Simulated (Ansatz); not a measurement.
# TlVCl3: the cost of one run

Program: Ansatz 0.2.0. Level of theory: reference: DFT r2SCAN, plane waves, PAW, scalar-relativistic, no spin polarisation. These are calculated values, not measurements.

### Step 1. The structure to begin with

The structure is hexagonal, space group P6_3/mmc (No. 194). Conventional cell: a = 6.961 Å, b = 6.961 Å, c = 5.901 Å, α = 90.00°, β = 90.00°, γ = 120.00°. V (site symmetry -3m) has 6 Cl at 2.49 Å as nearest neighbours. Tl (site symmetry -6m2) is surrounded by 12 Cl at 3.48 to 3.57 Å. Cl (site symmetry mm2) is surrounded by 2 V at 2.49 Å and 4 Tl at 3.48 to 3.57 Å.

Structure file:

```cif
data_structure
_symmetry_space_group_name_H-M 'P 1'
_symmetry_Int_Tables_number 1
_cell_length_a 6.9610
_cell_length_b 6.9610
_cell_length_c 5.9010
_cell_angle_alpha 90.000
_cell_angle_beta 90.000
_cell_angle_gamma 120.000
_cell_volume 247.63
loop_
_atom_site_label
_atom_site_type_symbol
_atom_site_fract_x
_atom_site_fract_y
_atom_site_fract_z
_atom_site_occupancy
V1 V 0.00000 0.00000 0.00000 1
V2 V 0.00000 0.00000 0.50000 1
Tl1 Tl 0.33330 0.66670 0.75000 1
Tl2 Tl 0.66660 0.33330 0.25000 1
Cl1 Cl 0.16660 0.33320 0.25000 1
Cl2 Cl 0.83340 0.16660 0.75000 1
Cl3 Cl 0.66680 0.83340 0.25000 1
Cl4 Cl 0.83340 0.66680 0.75000 1
Cl5 Cl 0.16660 0.83340 0.25000 1
Cl6 Cl 0.33320 0.16660 0.75000 1
```

### Step 2. Baseline

File input.yaml:

```yaml
crystal:
  lattice:
    - [6.960954, 0.0, 0.0]
    - [-3.480477, 6.028366, 0.0]
    - [0.0, 0.0, 5.901024]
  atoms:
    - { symbol: V, position: [0.0, 0.0, 0.0] }
    - { symbol: V, position: [0.0, 0.0, 0.5] }
    - { symbol: Tl, position: [0.3333, 0.6667, 0.75] }
    - { symbol: Tl, position: [0.6666, 0.3333, 0.25] }
    - { symbol: Cl, position: [0.1666, 0.3332, 0.25] }
    - { symbol: Cl, position: [0.8334, 0.1666, 0.75] }
    - { symbol: Cl, position: [0.6668, 0.8334, 0.25] }
    - { symbol: Cl, position: [0.8334, 0.6668, 0.75] }
    - { symbol: Cl, position: [0.1666, 0.8334, 0.25] }
    - { symbol: Cl, position: [0.3332, 0.1666, 0.75] }
  symmetry: { tolerance: 0.0003 }
kpoints:
  mp_grid: { grid: [3, 3, 3], shift: [0, 0, 0] }
magnetization:
  spin_polarized: false
scf:
  occupations: { method: fermi_dirac, width: 0.0357 }
hamiltonian:
  pseudopotentials: { kind: paw }
  xc: r2scan
basis:
  ecutwfc: 500
output:
  forces: true
  stress: true
  eigenvalues: true
```

On the command line:

```
ansatz run input.yaml --threads 1 --pin off --max-ram 2560MiB --backend cpu --events-out ev --progress --plain --runs-dir out
```

What time and memory should one allow on 1 thread of Intel Xeon Platinum 8559C (Emerald Rapids), shared host?

About 9.7 s, with a peak of 1.1 GiB.
